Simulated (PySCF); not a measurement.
# Solver options tried on HIrN

Aim: find out which solver settings change the answer for HIrN.

Method: each script names its method and basis; program: PySCF 2.14.0.

1 further run of the same task is left out (it didn't finish).

## Step 1: The system as given

HIrN: 3 atoms, charge 0, spin multiplicity 2.

Bond lengths: Ir1–N2 1.624 Å, Ir1–H3 1.582 Å. Angles: N2–Ir1–H3 106.1°.

Coordinates:

```xyz
3

Ir    0.0799    0.0000   -0.0714
N    -1.1998    0.0000    0.9289
H     1.3623    0.0000    0.8552
```

## Step 2: The run that the others are compared with

input.py

```python
from pyscf import gto, scf, mp

mol = gto.M(
    atom='Ir 0.0799 0 -0.0714; N -1.1998 0 0.9289; H 1.3623 0 0.8552',
    basis='lanl2dz',
    ecp={'Ir': 'lanl2dz'},
    charge=0,
    spin=1,
    verbose=4,
)
mf = scf.UHF(mol)
mf.level_shift = 0.3
mf = mf.newton()
mf.kernel()
mp.MP2(mf).kernel()
mf.dip_moment()
print('orbital energies (hartree):', [e[max(0, n-3):n+3].round(4) for e, n in zip(mf.mo_energy, mol.nelec)])
```

Launch:

```console
> OMP_NUM_THREADS=1 python input.py
```

The log of this run is left out.

In short: E(SCF) = -158.696689 Eh, 9 macro-iterations, E(MP2) − E(SCF) = -0.29112 Eh, ⟨S²⟩ = 1.159, μ = 3.21 D (of the SCF density).

⟨S²⟩ = 1.16 against 0.75 for a pure state: the determinant is spin-contaminated. No search for the lowest state was made; open d or f shells can end in a higher solution.

## Step 3: Damping 0.2

Edit 1 changes damping: none → 0.2.

input.py

```python
from pyscf import gto, scf, mp

mol = gto.M(
    atom='Ir 0.0799 0 -0.0714; N -1.1998 0 0.9289; H 1.3623 0 0.8552',
    basis='lanl2dz',
    ecp={'Ir': 'lanl2dz'},
    charge=0,
    spin=1,
    verbose=4,
)
mf = scf.UHF(mol)
mf.level_shift = 0.3
mf.damp = 0.2
mf.diis_start_cycle = 8
mf = mf.newton()
mf.kernel()
mp.MP2(mf).kernel()
mf.dip_moment()
print('orbital energies (hartree):', [e[max(0, n-3):n+3].round(4) for e, n in zip(mf.mo_energy, mol.nelec)])
```

Launch:

```console
> OMP_NUM_THREADS=1 python input.py
```

## Step 4: Initial guess chk

Edit 2 changes initial guess: minao → chk.

Changes to input.py since step 2:

```diff
@@ -11,2 +11,3 @@
 mf = scf.UHF(mol)
+mf.init_guess = 'chk'
 mf.level_shift = 0.3
```

## Step 5: Level shift -0.2 hartree

Edit 3 changes level shift: 0.3 hartree → -0.2 hartree.

Changes to input.py since step 2:

```diff
@@ -11,3 +11,3 @@
 mf = scf.UHF(mol)
-mf.level_shift = 0.3
+mf.level_shift = -0.2
 mf = mf.newton()
```

## Step 6: Convergence threshold 1e-11 hartree

Edit 4 changes convergence threshold: default → 1e-11 hartree.

Changes to input.py since step 2:

```diff
@@ -11,2 +11,3 @@
 mf = scf.UHF(mol)
+mf.conv_tol = 1e-11
 mf.level_shift = 0.3
```

Before running it: what results should come out? Wanted: for each run, E(SCF); from base; gap, α spin; SCF dipole; after the SCF.

The runs gave:

```
                                run  E(SCF) (hartree)  from base (eV)   cycles  gap, α spin (eV)  SCF dipole (D)              after the SCF
                               base       -158.696689               0  9 macro             10.25            3.21  MP2 correlation -7.922 eV
                        damping 0.2       -158.696689          0.0000  9 macro             10.25            3.21  MP2 correlation -7.922 eV
                  initial guess chk       -158.696689          0.0000  9 macro             10.25            3.21  MP2 correlation -7.922 eV
           level shift -0.2 hartree       -158.696689          0.0000  9 macro             10.25            3.21  MP2 correlation -7.922 eV
convergence threshold 1e-11 hartree       -158.696689          0.0000  9 macro             10.25            3.21  MP2 correlation -7.922 eV
```

Distance from each run's final energy (log10 hartree) by cycle:

```
                                run  cycle 1  cycle 2  cycle 3  cycle 5  cycle 8  cycle 12
                               base      0.2     -0.3     -0.8     -2.0     -9.2      done
                        damping 0.2      0.2     -0.3     -0.8     -2.0     -9.2      done
                  initial guess chk      0.2     -0.3     -0.8     -2.0     -9.2      done
           level shift -0.2 hartree      0.2     -0.3     -0.8     -2.0     -9.2      done
convergence threshold 1e-11 hartree      0.2     -0.3     -0.8     -2.0    < -11      done
```

What this shows: The SCF energy stays the same, to the digits that matter, with damping 0.2 or initial guess chk or level shift -0.2 hartree or convergence threshold 1e-11 hartree. PySCF falls back to minao for a guess that it doesn't know or can't read, so that run repeats the base. The cycles with damping 0.2 or level shift -0.2 hartree repeat those of the base digit for digit, so the setting never acted.
